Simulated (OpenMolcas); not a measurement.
# doublet [H2]+: a chain of runs, part 2 of 2

OpenMolcas 26.06. The steps go on from the part before.

### Step 5. The energy at SC-NEVPT2(1,2)/3-21G (run 4)

The input, geom.xyz:

```xyz
2

H      0.319300    -0.099200     0.165500
H     -0.319300     0.099200    -0.165500
```

The input, step4.input:

```
&GATEWAY
 BasLib=$CurrDir
 Coord=geom.xyz
 Basis=3-21G
 Group=NoSym

&SEWARD

&RASSCF
 FileOrb=$CurrDir/step2.RasOrb
 Spin=2
 Nactel=1 0 0
 Inactive=0
 Ras2=2
 OrbListing=Nothing
 OrbAppear=Compact

&CASPT2
 SC-NEVPT2
 Frozen=0
```

The basis set 3-21G is read from a file made from the Basis Set Exchange's data (not shown).

Launch:

```
$ export MOLCAS_MEM=1860
$ pymolcas step4.input > step4.log
```

The log of the run:

```text
--- Start Module: gateway ---

                                              &GATEWAY

                       available to each process: 1.9 GB of memory, 1 thread

 Basis Set     1 Label: H.3-21G
 Basis set is read from library:.
 basistype.tbl is not found

++    Symmetry information:
      ---------------------

                    Character Table for C1

                             E
                    a        1  x, y, xy, Rz, z, xz, Ry, yz, Rx, I
--

++    Basis set information:
      ----------------------

      Basis set label: H.3-21G.........

      Electronic valence basis set:
      ------------------
      Associated Effective Charge   1.000000 au
      Associated Actual Charge      1.000000 au
      Nuclear Model: Point charge

      Shell  nPrim  nBasis  Cartesian Spherical Contaminant
         s       3       2        X
--

++    Molecular structure info:
      -------------------------

                    ************************************************
                    **** Cartesian Coordinates / bohr, angstrom ****
                    ************************************************

     Center  Label                x              y              z                     x              y              z
        1      H1               0.603390      -0.187461       0.312750              0.319300      -0.099200       0.165500
        2      H2              -0.603390       0.187461      -0.312750             -0.319300       0.099200      -0.165500
--

            Nuclear Potential Energy              0.70921424 au

--- Stop Module: gateway /rc=_RC_ALL_IS_WELL_ ---

--- Start Module: seward ---

                                              &SEWARD

                       available to each process: 1.9 GB of memory, 1 thread

               SEWARD will generate:
                  Multipole Moment integrals up to order  2
                  Kinetic Energy integrals
                  Nuclear Attraction integrals (point charge)
                  One-Electron Hamiltonian integrals
                  Velocity integrals
                  Orbital angular momentum around (  0.0000   0.0000   0.0000 )
                  Velocity quadrupole around (  0.0000   0.0000   0.0000 )
                  Two-Electron Repulsion integrals

                   Integrals are discarded if absolute value <: 1.00E-14
                   Integral cutoff threshold is set to       <: 1.00E-16

            Nuclear Potential Energy              0.70921424 au

      Basis set specifications :
      Symmetry species         a
      Basis functions            4

--- Stop Module: seward /rc=_RC_ALL_IS_WELL_ ---
--- Module seward spent 1 second ---

--- Start Module: rasscf ---

                                              &RASSCF

                       available to each process: 1.9 GB of memory, 1 thread

      Header of the ONEINT file:
      --------------------------

      OrdInt status: non-squared

      Cartesian coordinates in angstrom:
      -----------------------------------------------------
      No.  Label        X            Y            Z
      -----------------------------------------------------
       1   H1         0.31930000  -0.09920000   0.16550000
       2   H2        -0.31930000   0.09920000  -0.16550000
      -----------------------------------------------------
      Nuclear repulsion energy =    0.70921424

++    Wave function specifications:
      -----------------------------

      Number of closed shell electrons           0
      Number of electrons in active shells       1
      Max number of holes in RAS1 space          0
      Max nr of electrons in RAS3 space          0
      Number of inactive orbitals                0
      Number of active orbitals                  2
      Number of secondary orbitals               2
      Spin quantum number                      0.5
      State symmetry                             1
--

++    Orbital specifications:
      -----------------------

      Symmetry species                           1
                                                 a
      Frozen orbitals                            0
      Inactive orbitals                          0
      Active orbitals                            2
      RAS1 orbitals                              0
      RAS2 orbitals                              2
      RAS3 orbitals                              0
      Secondary orbitals                         2
      Deleted orbitals                           0
      Number of basis functions                  4
--

++    CI expansion specifications:
      ----------------------------

      Number of CSFs                             2
      Number of determinants                     2
      Number of root(s) required                 1
      Root chosen for geometry opt.              1
      CI root used                               1

      highest root included in the CI            1
      max. size of the explicit Hamiltonian      2
--

++    Optimization specifications:
      ----------------------------

      RASSCF algorithm: Conventional
      Maximum number of macro iterations       200
      Maximum number of SX iterations          100
      Threshold for RASSCF energy            1.000E-08
      Threshold for max MO rotation          1.000E-01
      Threshold for max BLB element          1.000E-04
      Level shift parameter                  5.000E-01
      Make Quasi-Newton update
--

      The MO-coefficients are taken from the file:
      step2.RasOrb
      Title: RASSCF average (pseudo-natural) orbitals

      Total molecular charge    1.00

      ************************************************************************************************************************
      *                                            Wave function control section                                             *
      ************************************************************************************************************************

                                         RASSCF iterations: Energy and convergence statistics
                                         ----------------------------------------------------

          iter iter root      energy       change     param      element    value   shift minimum  type update hh:mm:ss
 Nr of preliminary CI iterations:   1
 ###############################################################################
 ###    WARNING: Problems in orbital optimization.                           ###
 ###############################################################################
  Warning: In symmetry  1, orbital p=   2 has diagonal density matrix element D(p,p) close to zero. D(p,p)=  6.045325E-32
        1   1    1    1    -0.55536386    0.00E+00   0.00E+00    1   4 1  5.73E-09   0.50   0.00    SX    NO    0:00:00
 ###############################################################################
 ###    WARNING: Problems in orbital optimization.                           ###
 ###############################################################################
  Warning: In symmetry  1, orbital p=   2 has diagonal density matrix element D(p,p) close to zero. D(p,p)=  1.049536E-30
        2   1    1    1    -0.55536386   -8.88E-16   0.00E+00    1   4 1  5.73E-09   0.50   0.00    SX    NO    0:00:00
 ###############################################################################
 ###    WARNING: Problems in orbital optimization.                           ###
 ###############################################################################
  Warning: In symmetry  1, orbital p=   2 has diagonal density matrix element D(p,p) close to zero. D(p,p)=  1.224178E-30
        3   1    1    1    -0.55536386    0.00E+00   0.00E+00    1   4 1  5.73E-09   0.50   0.00    SX    NO    0:00:00
 ###############################################################################
 ###    WARNING: Problems in orbital optimization.                           ###
 ###############################################################################
  Warning: In symmetry  1, orbital p=   2 has diagonal density matrix element D(p,p) close to zero. D(p,p)=  1.679257E-33
        4   1    1    1    -0.55536386   -2.00E-15   0.00E+00    1   4 1  5.73E-09   0.50   0.00    SX    NO    0:00:00
      Convergence after  4 iterations
        5   1    1    1    -0.55536386    1.55E-15   0.00E+00    1   4 1  5.73E-09   0.50   0.00    SX    NO    0:00:00

      ************************************************************************************************************************
                                                      Wave function printout:
                       occupation of active orbitals, and spin coupling of open shells (u,d: Spin up or down)
      ************************************************************************************************************************

      Note: transformation to natural orbitals
      has been made, which may change the order of the CSFs.

      printout of CI-coefficients larger than  0.05 for root  1
      energy=      -0.555364
      conf/sym  11     Coeff  Weight
             1  u0   1.00000 1.00000

      Natural orbitals and occupation numbers for root  1
      sym 1:   1.000000   0.000000

      ************************************************************************************************************************
      *                                                    Final results                                                     *
      ************************************************************************************************************************

++    Final optimization conditions:
      ------------------------------

      Average CI energy                              -0.55536386
      RASSCF energy for state  1                     -0.55536386
      Super-CI energy                                 0.00000000
      RASSCF energy change                            0.00000000
      Max change in MO coefficients               0.000E+00
      Max non-diagonal density matrix element     0.000E+00
      Maximum BLB matrix element                  5.732E-09
      (orbital pair   1,   4 in symmetry   1)
      Norm of electronic gradient            6.306E-09
--

      Final state energy(ies):
      ------------------------

::    RASSCF root number  1 Total energy:     -0.55536386
      Von Neumann Entropy (Root   1) =  0.50000

      Mulliken population analysis for root number:  1
      -----------------------------------------------

++    Molecular charges:
      ------------------

      Mulliken charges per centre
      ---------------------------

                H1      H2
      Total    0.5000  0.5000

      N-E      0.5000  0.5000

      Total electronic charge=    1.000000

      Total            charge=    1.000000
--

      Expectation values of various properties for root number:  1
      -----------------------------------------------------------

++    Molecular properties:
      ---------------------

      Charge (e):
                      =    1.0000
      Dipole Moment (debye):
      Origin of the operator (angstrom)=    0.0000    0.0000    0.0000
                   X=  6.1621E-09               Y= -1.9144E-09               Z=  3.1939E-09           Total=  7.1998E-09
      Center of Charge (angstrom)
                     X=    0.00000000               Y=   -0.00000000               Z=    0.00000000
      Quadrupole Moment (debye*angstrom):
      Origin of the operator (angstrom)=    0.0000    0.0000    0.0000
                  XX= -9.3210E-02              XY= -1.9656E-01              XZ=  3.2794E-01              YY= -6.6483E-01
                  YZ= -1.0188E-01              ZZ= -5.5592E-01
      In traceless form (debye*angstrom)
                  XX=  5.1717E-01              XY= -2.9485E-01              XZ=  4.9191E-01              YY= -3.4027E-01
                  YZ= -1.5283E-01              ZZ= -1.7690E-01
--

      Mulliken spin population analysis for root number:  1
      ---------------------------------------------------

++    Molecular charges:
      ------------------

      Mulliken spin population per centre
      ---------------------------

                H1      H2
      Total    0.5000  0.5000

      Total electronic spin=    1.000000
--

      Average orbitals are written to the RASORB file
      Natural orbitals for root   1 are written to the RASORB.1 file
      Spin density orbitals for root   1 are written to the SPDORB.1 file

--- Stop Module: rasscf /rc=_RC_ALL_IS_WELL_ ---

--- Start Module: caspt2 ---

                                              &CASPT2

                       available to each process: 1.9 GB of memory, 1 thread

 ###############################################################################
 ###    WARNING: User changed nr of frozen orbitals.                         ###
 ###############################################################################

++    Wave function specifications:
      -----------------------------

      Number of closed shell electrons           0
      Number of electrons in active shells       1
      Max number of holes in RAS1 space          0
      Max number of electrons in RAS3 space      0
      Number of inactive orbitals                0
      Number of active orbitals                  2
      Number of secondary orbitals               2
      Spin quantum number                      0.5
      State symmetry                             1
      Number of CSFs                             2
      Number of CASSCF root(s) available         1
      NEVPT2 state passed to geometry opt.       1
      A file JOBMIX will be created
      This is a CASSCF or RASSCF reference function
--

++    Orbital specifications:
      -----------------------

      Symmetry species                           1
                                                 a
      Frozen orbitals                            0
      Inactive orbitals                          0
      Active orbitals                            2
      Secondary orbitals                         2
      Deleted orbitals                           0
      Number of basis functions                  4
--

++    NEVPT2 specifications:
      ----------------------

      Type of calculation                        SS-NEVPT2
      Internal contraction for energies          partially and strongly contracted
                                                 (PC-NEVPT2 and SC-NEVPT2)
      Denominator threshold for SC-NEVPT2        1.00E-09
      Fock operator                              state-specific
      0th-order Hamiltonian                      DYALL
      IPEA shift                                 0.00
      Real shift                                 0.00
      Imaginary shift                            0.00
      The input orbitals will be transformed to quasi-canonical
--

--------------------------------------------------------------------------------
 Estimated memory requirements:
  POLY3 :                   250056
  RHS:                      250100
  SIGMA :                   250064
  PRPCTL:                        0
 Available workspace:    232491712

++ NEVPT2 computation for group   1

********************************************************************************
 Multi-State initialization phase begins for group   1
--------------------------------------------------------------------------------
********************************************************************************
 Compute H0 matrices for state    1
--------------------------------------------------------------------------------
--------------------------------------------------------------------------------
 H0 matrices have been computed.

********************************************************************************
  NEVPT2 EQUATION SOLUTION
--------------------------------------------------------------------------------

  Total nr of NEVPT2 parameters:
   Before reduction:          26
   After  reduction:           2

 Variance of |WF0>:       0.0000000000
-----------------------------------------------------------------------------------------------------------------------------

  FINAL PC-NEVPT2 RESULT:

      Reference energy:          -0.5553638621
      E2 (Non-variational):      -0.0000000000
      E2 (Variational):          -0.0000000000
      Total energy:              -0.5553638621
      Residual norm:              0.0000000000
      Reference weight:           1.00000

      Contributions to the PC-NEVPT2 correlation energy
      Active & Virtual Only:         -0.0000000000
      One Inactive Excited:           0.0000000000
      Two Inactive Excited:           0.0000000000

 ###############################################################################
 ###    Location: AixRd                                                      ###
 ###    File: RHS_06                                                         ###
 ###    Premature abort while reading buffer from disk                       ###
 ###    End of file reached                                                  ###
 ###############################################################################

--- Stop Module: caspt2 /rc=-6 ---

.########################.
.# Non-zero return code #.
.########################.

    Timing: Wall=2.49 User=1.91 System=0.50
```

Run time: 2.8 s. Hardware: 1 thread of Intel Xeon Platinum 8259CL at 2.50GHz (Skylake/Cascade Lake), shared host; peak memory 0.37 GiB.

The run ended with an error.

### Step 6. The energy at MRCI(1,2)/3-21G (run 5)

geom.xyz is that of step 5.

The input, step5.inp:

```
* H2 MRCI
>>> EXPORT MOLCAS_PRINT=2

&GATEWAY
 BasLib = $CurrDir
 Coord = geom.xyz
 Basis = 3-21G
 Group = NoSym

&SEWARD

&RASSCF
 FileOrb = $CurrDir/step2.RasOrb
 Spin = 2
 Nactel = 1 0 0
 Inactive = 0
 Ras2 = 2
 OrbListing = Nothing
 OrbAppear = Compact

&MOTRA
 LumOrb
 Frozen = 0

&GUGA
 Electrons = 1
 Spin = 2
 Inactive = 0
 Active = 2
 CIAll = 1

&MRCI
 SDCI
```

The basis set 3-21G is read from a file made from the Basis Set Exchange's data (not shown).

Launch:

```
$ export MOLCAS_MEM=1860
$ pymolcas step5.inp > step5.log
```

The log of the run, shortened:

```text
--- Start Module: gateway ---
[...]
--- Stop Module: gateway /rc=_RC_ALL_IS_WELL_ ---
[...]
      Basis functions            4
[...]
      Number of active orbitals                  2
[...]
      Spin quantum number                      0.5
[...]
      Active orbitals                            2
[...]
      Number of CSFs                             2
[...]
      Number of root(s) required                 1
[...]
 ###    WARNING: Problems in orbital optimization.                           ###
 ###############################################################################
  Warning: In symmetry  1, orbital p=   2 has diagonal density matrix element D(p,p) close to zero. D(p,p)=  6.045325E-32
[...]
 ###    WARNING: Problems in orbital optimization.                           ###
 ###############################################################################
  Warning: In symmetry  1, orbital p=   2 has diagonal density matrix element D(p,p) close to zero. D(p,p)=  1.049536E-30
[...]
      Convergence after  4 iterations
[...]
      printout of CI-coefficients larger than  0.05 for root  1
      energy=      -0.555364
      conf/sym  11     Coeff  Weight
             1  u0   1.00000 1.00000
      Natural orbitals and occupation numbers for root  1
      sym 1:   1.000000   0.000000
      ************************************************************************************************************************
      *                                                    Final results                                                     *
[...]
::    RASSCF root number  1 Total energy:     -0.55536386
[...]
      Dipole Moment (debye):
      Origin of the operator (angstrom)=    0.0000    0.0000    0.0000
                   X=  6.1621E-09               Y= -1.9144E-09               Z=  3.1939E-09           Total=  7.1998E-09
      Center of Charge (angstrom)
[...]
--- Start Module: guga ---
[...]
--- Stop Module: guga /rc=_RC_ALL_IS_WELL_ ---
--- Start Module: mrci ---
[...]
       (But an ACPF correction will be computed)
       USE THE DEFAULT ACPF G-VALUE GFAC=   2.0000000000000000
[...]
                      CI ENERGY:    -0.55536386
[...]
                ACPF CORRECTION:    -0.00000000
[...]
      Total electronic charge=    1.000000
      Total            charge=    1.000000
[...]
     ACPF CORRECTION:     -0.00000000
[...]
  CI State   1     Total energy:     -0.55536386     QDav:      0.00000000     QACPF:     -0.00000000
[...]
--- Stop Module: mrci /rc=_RC_ALL_IS_WELL_ ---
[...]
```

It took 2.4 s on 1 thread of Intel Xeon Platinum 8259CL at 2.50GHz (Skylake/Cascade Lake), shared host; peak memory 0.37 GiB.

### Step 7. Outcome

This closing draws on all 2 parts.

```
                              quantity                value
       run 1, ROHF/3-21G: total energy          -0.55536 Eh
run 2, CASSCF(1,2)/3-21G: total energy          -0.55536 Eh
run 3, CASPT2(1,2)/3-21G: total energy          -0.55536 Eh
  run 5, MRCI(1,2)/3-21G: total energy          -0.55536 Eh
           run 4, SC-NEVPT2(1,2)/3-21G  no result (crashed)
```

In words: 1 of the 5 runs did not end normally.
